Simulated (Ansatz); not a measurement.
# C4H8BN: how energies converge with the basis set

An exercise on one series of results from a longer session: the logs are not shown, and one member is left open.

Method: one geometry, several basis sets; program: Ansatz 0.2.0, Gaussian basis.

Levels to be run: PBE0-D4/def2-SVP; ωB97M-V/def2-SVP; PBE0-D4/def2-QZVPP; ωB97M-V/def2-QZVPP; the functionals' def2-TZVPP values are taken from earlier runs.

### The relaxed structure

All runs share one geometry, relaxed beforehand with PBE0-D4 in a triple-zeta def2 set.

SMILES `C=CB(C)C=N`, 14 atoms, charge 0, spin multiplicity 1.

Atoms are counted from 1 here; the program's logs count them from 0.

Bond lengths: C1–C2 1.336 Å, C1–H7 1.086 Å, C1–H8 1.086 Å, C2–B3 1.549 Å, C2–H9 1.090 Å, B3–C4 1.562 Å, B3–C5 1.578 Å, C4–H10 1.096 Å, C4–H11 1.091 Å, C4–H12 1.098 Å, C5–N6 1.275 Å, C5–H13 1.098 Å, N6–H14 1.025 Å. Angles: C2–C1–H7 121.5°, C2–C1–H8 122.5°, H7–C1–H8 116.0°, C1–C2–B3 123.4°, C1–C2–H9 116.8°, B3–C2–H9 119.7°, C2–B3–C4 124.3°, C2–B3–C5 118.2°, C4–B3–C5 117.5°, B3–C4–H10 110.4°, B3–C4–H11 116.2°, B3–C4–H12 108.6°, H10–C4–H11 108.3°, H10–C4–H12 104.7°, H11–C4–H12 108.0°, B3–C5–N6 124.8°, B3–C5–H13 120.0°, N6–C5–H13 114.9° and more.

Coordinates:

| atom | x (Å) | y (Å) | z (Å) |
| --- | --- | --- | --- |
| C1 | 0.0437 | -2.1126 | 0.5911 |
| C2 | -0.4944 | -0.8942 | 0.6936 |
| B3 | -0.0547 | 0.3084 | -0.1773 |
| C4 | 1.0805 | 0.2500 | -1.2489 |
| C5 | -0.7775 | 1.6936 | 0.0434 |
| N6 | -1.1911 | 2.1276 | 1.1689 |
| H7 | 0.8512 | -2.3192 | -0.1049 |
| H8 | -0.2972 | -2.9537 | 1.1883 |
| H9 | -1.3084 | -0.7743 | 1.4092 |
| H10 | 1.8035 | 1.0572 | -1.0835 |
| H11 | 1.6277 | -0.6907 | -1.3199 |
| H12 | 0.6439 | 0.4635 | -2.2338 |
| H13 | -0.8688 | 2.4048 | -0.7886 |
| H14 | -1.0713 | 1.4106 | 1.8911 |

Set-up of the first run:

in.yaml reads:

```yaml
crystal:
  periodic: [false, false, false]
  atoms:
    - {symbol: C, position_ang: [0.043727, -2.112617, 0.591136]}
    - {symbol: C, position_ang: [-0.494394, -0.894220, 0.693645]}
    - {symbol: B, position_ang: [-0.054672, 0.308367, -0.177344]}
    - {symbol: C, position_ang: [1.080485, 0.249974, -1.248887]}
    - {symbol: C, position_ang: [-0.777502, 1.693612, 0.043432]}
    - {symbol: N, position_ang: [-1.191097, 2.127605, 1.168935]}
    - {symbol: H, position_ang: [0.851199, -2.319212, -0.104863]}
    - {symbol: H, position_ang: [-0.297204, -2.953714, 1.188341]}
    - {symbol: H, position_ang: [-1.308372, -0.774347, 1.409156]}
    - {symbol: H, position_ang: [1.803508, 1.057243, -1.083534]}
    - {symbol: H, position_ang: [1.627663, -0.690668, -1.319881]}
    - {symbol: H, position_ang: [0.643879, 0.463508, -2.233762]}
    - {symbol: H, position_ang: [-0.868838, 2.404760, -0.788600]}
    - {symbol: H, position_ang: [-1.071284, 1.410611, 1.891127]}
basis:
  gaussian: {orbitals: def2-SVP}
hamiltonian: {xc: pbe0, dispersion: d4}
output: {orbitals: {seedname: orbitals}}
```

Steps of the session up to this table: PBE0-D4 in def2-SVP; ωB97M-V in def2-SVP; PBE0-D4 in def2-QZVPP; ωB97M-V in def2-QZVPP.

One table of the session follows, with a row left open; its other results are not shown here.

It belongs to the step «Functionals by basis». 

| functional | basis | HOMO (eV) | LUMO (eV) |
| --- | --- | --- | --- |
| PBE0-D4 | def2-SVP | ? | ? |
| PBE0-D4 | def2-TZVPP | -7.11 | -2.27 |
| PBE0-D4 | def2-QZVPP | -7.14 | -2.30 |
| ωB97M-V | def2-SVP | -9.25 | -0.05 |
| ωB97M-V | def2-TZVPP | -9.48 | -0.21 |
| ωB97M-V | def2-QZVPP | -9.51 | -0.25 |

Q: Estimate the row for PBE0-D4, def2-SVP from the others.

The run gave: HOMO (eV): -6.90; LUMO (eV): -2.15. In the column «HOMO (eV)» it is the highest.
